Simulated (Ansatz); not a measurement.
# BH5OSSi2: vertical spin-state energies in Python

Which spin state of BH5OSSi2 lies lowest at this geometry? Aim: vertical spin-state energies, for BH5OSSi2, run from a script.

Program: Ansatz 0.2.0 through its Python package. Level of theory: MP2/6-31G*. These are calculated values, not measurements.

### Step 1. Starting point

Bond lengths: B1–O2 1.422 Å, O2–Si3 1.728 Å, Si3–Si4 2.295 Å, Si3–S5 2.176 Å, Si4–S5 2.216 Å, B1–H6 1.169 Å, B1–H7 1.227 Å, Si3–H8 1.417 Å, Si4–H9 1.418 Å, Si4–H10 1.436 Å. Angles (14 of 17 angles, heavy atoms first): B1–O2–Si3 105.0°, O2–Si3–Si4 111.5°, O2–Si3–S5 110.3°, Si4–Si3–S5 59.3°, Si3–Si4–S5 57.7°, Si3–S5–Si4 63.0°, O2–B1–H6 126.1°, O2–B1–H7 119.2°, O2–Si3–H8 121.4°, Si4–Si3–H8 122.7°, S5–Si3–H8 115.1°, Si3–Si4–H9 111.2°, Si3–Si4–H10 113.4°, S5–Si4–H9 110.5°.

The script holds or builds the structure itself.

### Step 2. The code

run_spin.py reads:

```python
"""Vertical spin-state energies of BH5OSSi2."""

import ansatz as az
from ase import Atoms

BASIS_SET = "6-31G*"
METHOD = "mp2"


def main() -> None:
    atoms = Atoms(["B", "O", "Si", "Si", "S", "H", "H", "H", "H", "H"], positions=[
        (-0.6163, 1.5464, 1.2009),
        (-0.753, 0.139, 1.3521),
        (-0.7362, -0.4885, -0.2577),
        (1.3891, -1.0455, -0.9197),
        (-0.0811, -2.5639, -0.2542),
        (0.3881, 2.144, 1.2014),
        (-1.6245, 2.2391, 1.1092),
        (-1.7701, -0.1868, -1.1781),
        (1.5022, -1.0492, -2.3329),
        (2.3848, -0.7858, 0.0821),
    ])
    mol = az.Crystal.molecule_from_ase(atoms)

    job = (
        mol.calculation()
        .basis(gaussian=BASIS_SET)
        .correlation(METHOD)  # correlation on top of the mean field
    )
    found = {}
    for unpaired in [0, 2]:
        rep = job.spin("collinear", total=unpaired).run(threads=1).report
        s = unpaired / 2
        found[unpaired] = rep["free_energy_ev"]
        print(f"2S+1 = {unpaired + 1}: E = {found[unpaired]:.5f} eV, <S^2> = {abs(rep['mean_field']['state']['spin_squared']):.3f} (pure state {s * (s + 1):.2f})")
    lowest = min(found, key=found.get)
    for unpaired, e in found.items():
        print(f"multiplicity {unpaired + 1}: {23.060548 * (e - found[lowest]):.1f} kcal/mol above the lowest")


if __name__ == "__main__":
    main()
```

### Step 3. The calls as engine input

The package turns the script's settings into the engine's input (first run):

```yaml
crystal:
  periodic: [false, false, false]
  atoms:
    - { symbol: B, position_ang: [-0.6163, 1.5464, 1.2009] }
    - { symbol: O, position_ang: [-0.753, 0.139, 1.3521] }
    - { symbol: Si, position_ang: [-0.7362, -0.4885, -0.2577] }
    - { symbol: Si, position_ang: [1.3891, -1.0455, -0.9197] }
    - { symbol: S, position_ang: [-0.0811, -2.5639, -0.2542] }
    - { symbol: H, position_ang: [0.3881, 2.144, 1.2014] }
    - { symbol: H, position_ang: [-1.6245, 2.2391, 1.1092] }
    - { symbol: H, position_ang: [-1.7701, -0.1868, -1.1781] }
    - { symbol: H, position_ang: [1.5022, -1.0492, -2.3329] }
    - { symbol: H, position_ang: [2.3848, -0.7858, 0.0821] }
basis:
  gaussian:
    orbitals: "6-31G*"
magnetization:
  spin_polarized: true
  initial_magnetization: 0.0
correlation:
  method: mp2
```

### Step 4. Running it

Command:

```console
> python run_spin.py
```

**Question.** Which spin state is lowest at this geometry, and how far above lie the others?

As calculated:

| quantity | value |
| --- | --- |
| runs compared | 2 |
| lowest | run 1 (2S+1 = 1) |
| next above it by | 4.469 eV |

In order: multiplicity 1 (+0.00 eV) and multiplicity 3 (+4.47 eV), all at the one geometry. The geometry is a force-field or estimated start, not a minimum of this method, and the basis set is short of its limit. All parts are taken at fixed geometry, without zero-point energy.
